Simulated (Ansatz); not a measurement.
# Pt2F3: the cost of one run

Computed with Ansatz 0.2.0 (DFT PBE, scalar-relativistic, plane waves, PAW, unless a step's input says otherwise).

2 further runs of the same task are left out: 2 set aside as unsound or not needed.

## 1. The system as given

The structure is trigonal, space group P-3m1 (No. 164). The conventional cell has a = 3.562 Å, b = 3.562 Å, c = 5.541 Å, α = 90.00°, β = 90.00°, γ = 120.00°. Pt (site symmetry 3m) is surrounded by 7 F at 2.14 to 2.46 Å. F (site symmetry -3m) is surrounded by 6 Pt at 2.46 Å. F (site symmetry 3m) is surrounded by 4 Pt at 2.14 to 2.22 Å.

Coordinates:

```cif
data_structure
_symmetry_space_group_name_H-M 'P-3m1'
_symmetry_Int_Tables_number 164
_cell_length_a 3.5615
_cell_length_b 3.5615
_cell_length_c 5.5411
_cell_angle_alpha 90.000
_cell_angle_beta 90.000
_cell_angle_gamma 120.000
_cell_volume 60.87
loop_
_atom_site_label
_atom_site_type_symbol
_atom_site_symmetry_multiplicity
_atom_site_Wyckoff_symbol
_atom_site_fract_x
_atom_site_fract_y
_atom_site_fract_z
_atom_site_occupancy
Pt1 Pt 2 d 0.33333 0.66667 0.24500 1
F1 F 1 a 0.00000 0.00000 0.00000 1
F2 F 2 d 0.33333 0.66667 0.64500 1
```

This is candidate A: A-type sesquioxide type (P-3m1, No. 164).

(A quick probe on a coarse mesh, which set the mesh and smearing, is not shown.)

## 3. Rough relaxation on the coarse mesh (candidate A)

input.yaml reads:

```yaml
crystal:
  lattice:
    - [3.5615005591, 0.0, 0.0]
    - [-1.7807502795, 3.0843499597, 0.0]
    - [0.0, 0.0, 5.5411163521]
  atoms:
    - { symbol: Pt, position: [0.3333333333, 0.6666666667, 0.245], spin: 1.0 }
    - { symbol: Pt, position: [0.6666666667, 0.3333333333, 0.755], spin: 1.0 }
    - { symbol: F, position: [0.0, 0.0, 0.0], spin: 0.18 }
    - { symbol: F, position: [0.3333333333, 0.6666666667, 0.645], spin: 0.22 }
    - { symbol: F, position: [0.6666666667, 0.3333333333, 0.355], spin: 0.22 }
basis:
  ecutwfc: 420
kpoints:
  mp_grid: { grid: [6, 6, 4] }
hamiltonian:
  xc: pbe
scf:
  occupations: { method: gaussian, width: 0.1 }
  lower_state_search: "off"
output:
  forces: true
  stress: true
  eigenvalues: true
  populations: true
magnetization:
  spin_polarized: true
relax:
  adjacent_minimum: "off"
  f_tol: 0.04
  max_steps: 70
  cell: { stress_tol: 0.4 }
```

The run is started by

```console
$ ansatz run input.yaml --threads 1 --pin off --max-ram 2560MiB --backend cpu --events-out ev --progress --plain --runs-dir out
```

**Question.** How long does this run take on 1 thread of Arm Neoverse V2, shared host, and how much memory does it need?

About 1.7 min, with a peak of 0.4 GiB.
